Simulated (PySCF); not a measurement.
# Cl3GeH3Si (Ge(SiH3)Cl3): the cost of one run

The runs use PySCF 2.14.0, with density-fitted response routines of our own; the level of theory stands in each step. All values are computed, except where a source is named. Atoms are numbered from 0 throughout.

### 1 The starting structure

8 atoms, charge 0, multiplicity 1; geometry from: GFN2-xTB. The atoms were then displaced at random by about 0.03 Å, so the start is not that level's minimum.

Bonds of the start (Å): Ge0–Si1 2.41, Ge0–Cl5 2.11, Ge0–Cl6 2.24, Ge0–Cl7 2.11, Si1–H2 1.44, Si1–H3 1.49, Si1–H4 1.44.

### 2 Geometry optimisation at PBE0-D3(BJ)/def2-SVP

What the job is given:

```
{"job": {"xc": "PBE0", "basis": "def2-SVP", "d3": "d3bj", "grid": 1, "maxiter": 40, "shake": 0.03, "kind": "geom"}, "charge": 0, "multiplicity": 1}
Ge     0.058420    -0.070450    -1.024620
Si    -0.013350    -0.020770     1.382220
H      0.751050     1.121810     1.796500
H      0.687340    -1.271030     1.797530
H     -1.393050     0.099230     1.790640
Cl     1.949110     0.005700    -1.947310
Cl    -0.942850     1.716380    -1.923590
Cl    -0.958440    -1.666530    -1.955070
```

The run is started by

```sh
> OMP_NUM_THREADS=1 python probes_run.py task.json out
```

The driver reads the jobs from task.json and runs them one after another.

Q: Estimate the wall time and peak memory of this first job on 1 thread of AMD EPYC, shared host.

About 1.9 min, with a peak of 0.51 GiB.
